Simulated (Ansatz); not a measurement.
I need a single point of Cs₂NaAlF₆, space group Fm-3m. Use the Ansatz DFT code, driven from Python. Use: r2SCAN, PAW, the default cutoff (500 eV here), 3×3×3 k-points, Fermi-Dirac smearing of 0.02 eV.

Contents of `cs2naalf6.vasp`:
```text
Cs2NaAlF6
1.0
   0.00000000    4.37511100    4.37511100
   4.37511100    0.00000000    4.37511100
   4.37511100    4.37511100    0.00000000
Cs Na Al F
2 1 1 6
Direct
   0.75000000    0.75000000    0.75000000
   0.25000000    0.25000000    0.25000000
   0.50000000    0.50000000    0.50000000
   0.00000000    0.00000000    0.00000000
   0.78718600    0.21281400    0.21281400
   0.21281400    0.21281400    0.78718600
   0.21281400    0.78718600    0.78718600
   0.21281400    0.78718600    0.21281400
   0.78718600    0.21281400    0.78718600
   0.78718600    0.78718600    0.21281400
```

`cs2naalf6.py`
```python
# -*- coding: utf-8 -*-
"""SCF run for Cs2NaAlF6."""

from collections import Counter
from pathlib import Path
import warnings

import ansatz
from ase.io import read
import numpy as np


def main():
    warnings.simplefilter("ignore", ansatz.DeckWarning)

    atoms = read("cs2naalf6.vasp", format="vasp")
    cell = ansatz.Crystal.from_ase(atoms)

    # settings of the run
    job = (
        cell.calculation()
        .functional(ansatz.Functional.R2SCAN)
        .pseudopotentials("paw")
        .kpoints(3)
        .occupations(ansatz.OccupationsMethod.FERMI_DIRAC, width=20 * ansatz.meV)
        .density()
        .potential()
        .electron_localization_function()
        .output_files(volumetric_format="npy")
    )
    result = job.run(threads=1, backend="cpu")
    r = result.report

    print("%-22s %14.5f eV" % ("F = E - TS", r["free_energy_ev"]))
    print("%-22s %14.5f eV" % ("E", r["internal_energy_ev"]))
    print("%-22s %14.5f eV" % ("Harris-Foulkes", r["harris_foulkes_ev"]))
    print("%-22s %14.5f eV" % ("Fermi level", r["fermi_energy_ev"]))

    told = Counter((n["data"]["severity"], n["data"]["kind"]) for n in result.notices if n["event"] == "notice")
    for (severity, kind), count in sorted(told.items()):
        print(f"{severity:8s} {kind} x{count}")

    folder = Path(result.write_results("fields"))
    print("densities in e/A^3, potentials in eV, ELF without unit")
    for name in sorted(p.name for p in folder.glob("*.npy")):
        field = np.load(folder / name)
        print(f"{name:16s} {str(field.shape):16s} min {field.min():10.4f}  mean {field.mean():10.4f}  max {field.max():10.4f}")

    for term in (ansatz.EnergyTerm.SMEARING, ansatz.EnergyTerm.DISPERSION):
        print(f"F without {term.name.lower()}: {ansatz.free_energy_without(r, term):.5f} eV")


if __name__ == "__main__":
    main()
```

Output of `python cs2naalf6.py`:
```text
F = E - TS               -18276.18659 eV
E                        -18276.18659 eV
Harris-Foulkes           -18276.18659 eV
Fermi level                   5.50362 eV
audit    band_cg_iterations x1
audit    preconditioner_resolved x1
densities in e/A^3, potentials in eV, ELF without unit
elf.npy          (48, 48, 48)     min     0.0000  mean     0.3078  max     0.8999
rho.npy          (48, 48, 48)     min    -0.0790  mean     0.4299  max    20.7484
v_es.npy         (48, 48, 48)     min   -88.2433  mean     3.6093  max    10.1308
v_tot.npy        (48, 48, 48)     min  -108.3465  mean    -5.7863  max     5.7507
F without smearing: -18276.18659 eV
F without dispersion: -18276.18659 eV
```

Reading the output:
- Total energies depend on the potentials; only differences at equal settings carry meaning. A total without «per atom» is that of the cell as typed.
- Only differences from the Fermi energy are physical; the zero of the scale is a convention.
- In a crystal with a gap the Fermi level's place inside it depends on smearing and mesh.
- Grid values close to the nuclei reflect the PAW or pseudopotential construction, not the all-electron fields.
- This cell is a computed structure, which may not be the phase found in nature.
- Wall time of the script: 5.9 s on 1 thread of Arm Neoverse V2 (shared host), peak memory 0.85 GiB.

(A comment or docstring line of the script was reworded after the run, the code is as it ran; lines on the test bed's own set-up are left out of the output.)
